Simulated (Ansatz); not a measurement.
# NaIrAu: the cost of one run

Computed with Ansatz 0.2.0 (DFT PBE, scalar-relativistic, plane waves, PAW, unless a step's input says otherwise).

### 1 The starting structure

It takes space group P4/mmm (No. 123, tetragonal). The conventional cell has a = 3.806 Å, b = 3.806 Å, c = 4.240 Å, α = 90.00°, β = 90.00°, γ = 90.00°. Na (site symmetry 4/mmm) has 2 Au at 2.12 Å as nearest neighbours. Around Ir (site symmetry 4/mmm) lie 4 Na at 2.69 Å. Au (site symmetry 4/mmm) is surrounded by 2 Na at 2.12 Å.

As a file:

```cif
data_structure
_symmetry_space_group_name_H-M 'P4/mmm'
_symmetry_Int_Tables_number 123
_cell_length_a 3.8059
_cell_length_b 3.8059
_cell_length_c 4.2403
_cell_angle_alpha 90.000
_cell_angle_beta 90.000
_cell_angle_gamma 90.000
_cell_volume 61.42
loop_
_atom_site_label
_atom_site_type_symbol
_atom_site_symmetry_multiplicity
_atom_site_Wyckoff_symbol
_atom_site_fract_x
_atom_site_fract_y
_atom_site_fract_z
_atom_site_occupancy
Na1 Na 1 c 0.50000 0.50000 0.00000 1
Ir1 Ir 1 a 0.00000 0.00000 0.00000 1
Au1 Au 1 d 0.50000 0.50000 0.50000 1
```

Recipe of the guess: random cell by space group and Wyckoff sites (P4/mmm, No. 123). The dimensions are guesses.

### 2 A first look at the guess

input.yaml reads:

```yaml
crystal:
  lattice:
    - [3.805949, 0.0, 0.0]
    - [0.0, 3.805949, 0.0]
    - [0.0, 0.0, 4.24034369]
  atoms:
    - { symbol: Na, position: [0.5, 0.5, 0.0] }
    - { symbol: Ir, position: [0.0, 0.0, 0.0] }
    - { symbol: Au, position: [0.5, 0.5, 0.5] }
basis:
  ecutwfc: 420
kpoints:
  mp_grid: { grid: [4, 4, 4] }
hamiltonian:
  xc: pbe
scf:
  occupations: { method: gaussian, width: 0.1 }
  lower_state_search: "off"
output:
  forces: true
  stress: true
  eigenvalues: true
```

Command:

```
ansatz run input.yaml --threads 1 --pin off --max-ram 2048MiB --backend cpu --events-out ev --progress --plain --runs-dir out
```

What time and memory should one allow on 1 thread of Intel Xeon Platinum 8559C (Emerald Rapids), shared host?

About 1.1 s, with a peak of 0.38 GiB.
